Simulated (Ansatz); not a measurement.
A run of Ansatz 0.2.0 is set up as follows.

input.yaml

```yaml
crystal:
  lattice:
    - [0.0, 2.31, 2.31]
    - [2.31, 0.0, 2.31]
    - [2.31, 2.31, 0.0]
  atoms:
    - { symbol: Hf, position: [0.5, 0.5, 0.5] }
    - { symbol: B, position: [0.0, 0.0, 0.0] }
hamiltonian:
  xc: pbe
  pseudopotentials: { kind: paw }
kpoints:
  mp_grid: { grid: [10, 10, 10] }
  band_path:
    path:
      - [[0.0, 0.0, 0.0], [0.5, 0.0, 0.5], [0.5, 0.25, 0.75], [0.375, 0.375, 0.75], [0.0, 0.0, 0.0], [0.5, 0.5, 0.5], [0.625, 0.25, 0.625], [0.5, 0.25, 0.75], [0.5, 0.5, 0.5], [0.375, 0.375, 0.75]]
      - [[0.625, 0.25, 0.625], [0.5, 0.0, 0.5]]
    npoints: 14
scf:
  occupations: { method: fermi_dirac, width: 0.05 }
  n_extra_bands: 6
output:
  forces: true
  stress: true
  eigenvalues: true
  fatbands: false
```

Potentials or basis: Ansatz PAW.

Run with:

```console
$ ansatz run input.yaml --threads 2 --pin off --max-ram 5632MiB --backend cpu --events-out ev --progress --plain --runs-dir out
```

Question: Estimate the pressure.

Answer: 29.6 GPa.

Question: Estimate the band gap on the k mesh.

Answer: None (metal or under the smearing width).

Levels at the corners of the path, in eV from the Fermi level:
| point | band 11 | band 12 | band 13 | band 14 | band 15 | band 16 | band 17 | band 18 | band 19 | band 20 |
| --- | --- | --- | --- | --- | --- | --- | --- | --- | --- | --- |
| Γ | -9.76 | -9.56 | 2.18 | 2.18 | 2.18 | 4.04 | 4.04 | 4.04 | 4.20 | 4.20 |
| X | -9.79 | -6.74 | -1.11 | -0.92 | 2.42 | 2.42 | 6.22 | 7.88 | 7.88 | 9.42 |
| W | -9.79 | -5.64 | -1.32 | -1.32 | -1.27 | 5.53 | 5.53 | 7.89 | 8.02 | 11.18 |
| K | -9.78 | -5.84 | -2.15 | -1.19 | 0.30 | 3.14 | 6.84 | 8.00 | 9.98 | 10.02 |
| Γ | -9.76 | -9.56 | 2.18 | 2.18 | 2.18 | 4.04 | 4.04 | 4.04 | 4.20 | 4.20 |
| L | -9.76 | -5.01 | -4.01 | -1.38 | -1.38 | 6.51 | 6.51 | 7.57 | 8.51 | 13.98 |
| U | -9.78 | -5.84 | -2.15 | -1.19 | 0.30 | 3.14 | 6.84 | 8.00 | 9.98 | 10.02 |
| W | -9.79 | -5.64 | -1.32 | -1.32 | -1.27 | 5.53 | 5.53 | 7.89 | 8.02 | 11.18 |
| L | -9.76 | -5.01 | -4.01 | -1.38 | -1.38 | 6.51 | 6.51 | 7.57 | 8.51 | 13.98 |
| K | -9.78 | -5.84 | -2.15 | -1.19 | 0.30 | 3.14 | 6.84 | 8.00 | 9.98 | 10.02 |
| U | -9.78 | -5.84 | -2.15 | -1.19 | 0.30 | 3.14 | 6.84 | 8.00 | 9.98 | 10.02 |
| X | -9.79 | -6.74 | -1.11 | -0.92 | 2.42 | 2.42 | 6.22 | 7.88 | 7.88 | 9.42 |

Caveat: a pressure of tens of GPa on the cell as given is suspect, and the run, the potentials or the cell itself is likely at fault; spin-orbit coupling is left out, which moves the levels of the heavy elements.
